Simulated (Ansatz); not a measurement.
AlNi3 under changes of volume

One of the cells (10.998 Å³/atom); the others are scaled copies at fixed shape and fractional positions:

```
Ni Al
1.0
     0.00000    2.80189    2.80189
     2.80189    0.00000    2.80189
     2.80189    2.80189    0.00000
Ni Al
3 1
Cartesian
  4.2028 4.2028 4.2028
  0.0000 0.0000 0.0000
  1.4009 1.4009 1.4009
  2.8019 2.8019 2.8019
```

The cell comes from a database or a generator and needn't be the stable form of this composition.

```yaml
Program: Ansatz 0.2.0
Functional: PBEsol
Potentials_or_basis: all-electron LAPW, scalar-relativistic
Cutoff: 329 eV (chosen from the basis error)
Basis_error_allowed: 0.001 eV/atom
k_mesh: 8 × 8 × 8
Occupations: fermi-dirac, width 0.05 eV
Spin: collinear spin, ferromagnetic start
Starting_moments: "[1.0, 1.0, 1.0, 0.0] μB"
```

| volume (Å³/atom) | energy over the lowest point (meV/atom) | pressure (GPa) |
| --- | --- | --- |
| 10.338 | 23.91 | 13.3 |
| 10.558 | 9.41 | 8.1 |
| 10.778 | 1.68 | 3.4 |
| 10.998 | 0.00 | -0.8 |
| 11.218 | 3.74 | -4.5 |
| 11.438 | ? | ? |
| 11.658 | 25.24 | -10.8 |

Question: What does the run at 11.438 Å³/atom give?

Answer: Energy over the lowest point 12.32 meV/atom; pressure -7.8 GPa.

Worked out: A Birch-Murnaghan fit of order 3 (a polynomial in V^(-2/3)) to the other rows has its minimum at 10.95 Å³/atom with B0 = V·E''(V) = 201 GPa and B' = 4.5. It gives 12.32 meV/atom at 11.438 Å³/atom, against the run's 12.32, and -dE/dV = -7.9 GPa, against -7.8.

Energies are extrapolated to zero smearing.

Caveats: the starting moments weren't kept.
